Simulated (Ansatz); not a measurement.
# CuI (Marshite): the cost of one run

Program: the Python package of Ansatz 0.2.0. The levels of theory stand in the script. These are calculated values, not measurements.

The COD entry's cell or inner coordinates are ideal or old and differ from later refinements, so a difference from it is no clean test against experiment.

## 1. The structure

It takes space group F-43m (No. 216, cubic). Conventional cell: a = 6.063 Å, b = 6.063 Å, c = 6.063 Å, α = 90.00°, β = 90.00°, γ = 90.00°. Cu (site symmetry -43m) is surrounded by 4 I at 2.63 Å. I (site symmetry -43m) has 4 Cu at 2.63 Å as nearest neighbours.

The script holds or builds the structure itself.

## 2. The script

File run_ddh.py:

```python
import ansatz as az
from ase import Atoms
import numpy as np


def count_gap(report):
    # lowest empty less highest filled band, counting bands; zero where they overlap
    return max(report.get("gap_by_band_count_ev") or 0.0, 0.0)

atoms = Atoms(
    ["Cu", "I"],
    scaled_positions=[
        [0.25, 0.25, 0.25],
        [0.0, 0.0, 0.0],
    ],
    cell=[
        [0.0, 3.0315, 3.0315],
        [3.0315, 0.0, 3.0315],
        [3.0315, 3.0315, 0.0],
    ],
    pbc=True,
)
cui = az.Crystal.from_ase(atoms)

setup = (
    cui.calculation()
    .basis(550)
    .kpoints(4)
    .occupations("fixed")
    .band_table()
)
semilocal = setup.functional("pbe").run(threads=1).report
hybrid = setup.functional(exchange="pbe", correlation="pbe", exact_fraction="inverse_dielectric").run(threads=1).report
alpha = hybrid["hybrid"]["exact_exchange_fraction"]
print(f"fraction of exact exchange {alpha:.4f}, so eps_inf = {1 / alpha:.2f}")
print(f"gap by band count: {count_gap(semilocal):.3f} eV semilocal, {count_gap(hybrid):.3f} eV hybrid")
```

## 3. The calls as engine input

The engine receives this input (first run):

```yaml
crystal:
  lattice:
    - [0.0, 3.0315, 3.0315]
    - [3.0315, 0.0, 3.0315]
    - [3.0315, 3.0315, 0.0]
  atoms:
    - { symbol: Cu, position: [0.25, 0.25, 0.25] }
    - { symbol: I, position: [0.0, 0.0, 0.0] }
basis:
  ecutwfc: 550.0
kpoints:
  mp_grid:
    grid: [4, 4, 4]
hamiltonian:
  xc: pbe
scf:
  occupations:
    method: fixed
output:
  eigenvalues: true
```

## 4. Launch

On the command line:

```console
$ python run_ddh.py
```

Q: Estimate wall time and peak memory on 1 thread of Arm Neoverse V1, shared host.

About 66 s, with a peak of 1.3 GiB.
